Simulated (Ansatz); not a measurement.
**SnNH₅ + H₂ + H₂O: a complex and its separated parts**

The complex below is one end of an elementary step. How strongly is it bound against its free parts?

Computed with Ansatz 0.2.0, Gaussian basis. Level: PBE0-D4/def2-TZVP structures, single points in def2-TZVPP, no counterpoise correction.

Levels: SPW92, PBE-D4, BLYP-D4, r2SCAN-D4, B97M-V, PBE0-D4, B3LYP-D4, r2SCAN0-D4, BHLYP-D4, CAM-B3LYP-D4, wB97X-V, wB97M-V, B2PLYP, PBE-QIDH, RPA on PBE, Hartree-Fock, MP2, CCSD, CCSD(T).

Correlated methods freeze the cores. Filled d shells of the heavier atoms are correlated. Core potentials replace the inner electrons past krypton, and spin-orbit coupling is left out. B3LYP uses VWN-RPA correlation. B2PLYP carries no dispersion term here.

107 further runs of the same task are left out: 107 set aside as unsound or not needed.

### 1 The system as given

The complex: 12 atoms, charge 0, spin multiplicity 1.

Atoms are counted from 1 here; the program's logs count them from 0.

Bond lengths: Sn1–H3 1.699 Å, Sn1–H4 1.715 Å, Sn1–H5 1.697 Å, Sn1–N7 2.056 Å, H2–H8 0.750 Å, H6–O9 0.979 Å, N7–H10 1.013 Å, N7–H11 1.013 Å, O9–H12 0.959 Å. Angles: H3–Sn1–H4 110.3°, H3–Sn1–H5 114.0°, H3–Sn1–N7 105.5°, H4–Sn1–H5 110.7°, H4–Sn1–N7 110.3°, H5–Sn1–N7 105.8°, Sn1–N7–H10 112.3°, Sn1–N7–H11 112.2°, H10–N7–H11 106.8°, H6–O9–H12 105.8°.

As a file:

```xyz
12
charge 0, multiplicity 1
Sn   -0.7617    0.6782   -1.1665
H    -0.0726   -3.2818   -0.4538
H     0.5227   -0.0937   -1.9682
H    -1.4826    1.8495   -2.1906
H    -1.9328   -0.3868   -0.5543
H     0.7160    0.0179    1.3198
N     0.0816    1.5858    0.4738
H     0.1192   -2.7582    0.0471
O     0.8570   -0.9239    1.5476
H     0.7610    2.2916    0.2154
H    -0.6098    2.0450    1.0552
H     1.8020   -1.0236    1.6743
```

Its parts: SnNH₅ holds atoms 1, 3, 4, 5, 7, 10, 11; H₂ holds atoms 2, 8; H₂O holds atoms 6, 9, 12. Each part counts its atoms afresh in its own runs.

### 2 Relaxing SnNH₅ alone

Input file relax-a/in.yaml:

```yaml
crystal:
  periodic: [false, false, false]
  atoms:
    - {symbol: Sn, position_ang: [-0.761678, 0.678232, -1.166451]}
    - {symbol: H, position_ang: [0.522671, -0.093689, -1.968210]}
    - {symbol: H, position_ang: [-1.482586, 1.849514, -2.190553]}
    - {symbol: H, position_ang: [-1.932804, -0.386797, -0.554325]}
    - {symbol: N, position_ang: [0.081621, 1.585804, 0.473800]}
    - {symbol: H, position_ang: [0.760996, 2.291572, 0.215433]}
    - {symbol: H, position_ang: [-0.609799, 2.044960, 1.055210]}
basis:
  gaussian: {orbitals: def2-TZVP}
hamiltonian: {xc: pbe0, dispersion: d4}
relax: {f_tol: 0.005, max_steps: 200}
```

Run with:

```sh
> ansatz run in.yaml --threads 4 --pin off --events-out ev --progress --plain --max-ram 9574MiB
```

After this run come: Relaxing H₂ alone; Relaxing H₂O alone; SPW92/def2-TZVPP; PBE-D4/def2-TZVPP; BLYP-D4/def2-TZVPP; r2SCAN-D4/def2-TZVPP; B97M-V/def2-TZVPP; PBE0-D4/def2-TZVPP; B3LYP-D4/def2-TZVPP; r2SCAN0-D4/def2-TZVPP; BHLYP-D4/def2-TZVPP; CAM-B3LYP-D4/def2-TZVPP; wB97X-V/def2-TZVPP; wB97M-V/def2-TZVPP; B2PLYP/def2-TZVPP; PBE-QIDH/def2-TZVPP; RPA on PBE/def2-TZVPP; CCSD(T)/def2-TZVPP; Vibrations of SnNH₅; Vibrations of H₂; Vibrations of H₂O.

**Question.** What will these runs give? Wanted: complex less parts, CCSD(T)/def2-TZVPP; with zero-point energy; largest T1 diagnostic.

**Answer**, as computed:

```
                              quantity         value
complex less parts, CCSD(T)/def2-TZVPP  -34.3 kJ/mol
                with zero-point energy  -18.9 kJ/mol
                 largest T1 diagnostic         0.013
```

At CCSD(T) the complex lies 34.3 kJ/mol below its parts. The functionals run from PBE-QIDH, off by +0.2 kJ/mol, to SPW92, off by -26.5 kJ/mol, against CCSD(T). By rung, the mean size of the error is: LDA 26.5, GGA 6.8, meta-GGA 1.9, hybrid 3.9, range-separated hybrid 3.9, double hybrid 1.5 kJ/mol. PBE-D4 gives a relative energy 8.9 kJ/mol too low, outside chemical accuracy (1 kcal/mol, 4.2 kJ/mol). No counterpoise was applied, and triple zeta lacks some correlation, so the CCSD(T) reference has a basis error of its own, and close matches with it are partly luck.
